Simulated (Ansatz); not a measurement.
# BH6N3: the cost of one run

All numbers below are computed with Ansatz 0.2.0 (RKS LDA/def2-SVP).

## Step 1: The system as given

Bond lengths: N1–B2 1.460 Å, B2–N3 1.511 Å, B2–N4 1.582 Å, N1–H5 1.075 Å, N1–H6 1.098 Å, N3–H7 1.067 Å, N3–H8 1.104 Å, N4–H9 0.993 Å, N4–H10 1.095 Å. Angles: N1–B2–N3 117.7°, N1–B2–N4 122.3°, N3–B2–N4 120.0°, B2–N1–H5 110.4°, B2–N1–H6 108.9°, H5–N1–H6 102.7°, B2–N3–H7 106.7°, B2–N3–H8 105.2°, H7–N3–H8 102.8°, B2–N4–H9 107.3°, B2–N4–H10 102.2°, H9–N4–H10 105.9°.

As a file:

```xyz
10

N    -1.2412    0.2586   -0.7827
B    -0.0728   -0.2097   -0.0426
N     0.1267   -1.7023    0.0827
N     0.9960    0.7846    0.5683
H    -0.9410    0.9075   -1.5851
H    -1.8267    0.9279   -0.1380
H     0.2419   -1.9107    1.1225
H     1.1370   -1.8932   -0.3186
H     1.2742    1.4022   -0.1580
H     0.3889    1.3839    1.2543
```

## Step 2: Relaxing end A

input.yaml reads:

```yaml
crystal:
  periodic: [false, false, false]
  atoms:
    - { symbol: "N", position_ang: [-1.2412, 0.2586, -0.7827] }
    - { symbol: B, position_ang: [-0.0728, -0.2097, -0.0426] }
    - { symbol: "N", position_ang: [0.1267, -1.7023, 0.0827] }
    - { symbol: "N", position_ang: [0.996, 0.7846, 0.5683] }
    - { symbol: H, position_ang: [-0.941, 0.9075, -1.5851] }
    - { symbol: H, position_ang: [-1.8267, 0.9279, -0.138] }
    - { symbol: H, position_ang: [0.2419, -1.9107, 1.1225] }
    - { symbol: H, position_ang: [1.137, -1.8932, -0.3186] }
    - { symbol: H, position_ang: [1.2742, 1.4022, -0.158] }
    - { symbol: H, position_ang: [0.3889, 1.3839, 1.2543] }
basis:
  gaussian: { orbitals: def2-SVP }
hamiltonian:
  xc: lda
relax:
  f_tol: 0.02
  max_steps: 50
```

The run is started by

```
> ansatz run input.yaml --threads 2 --pin off --max-ram 3072MiB --backend cpu --events-out ev --progress --plain --runs-dir out
```

What time and memory should one allow on 2 threads of Arm Neoverse V1, shared host?

About 16 s, with a peak of 0.11 GiB.
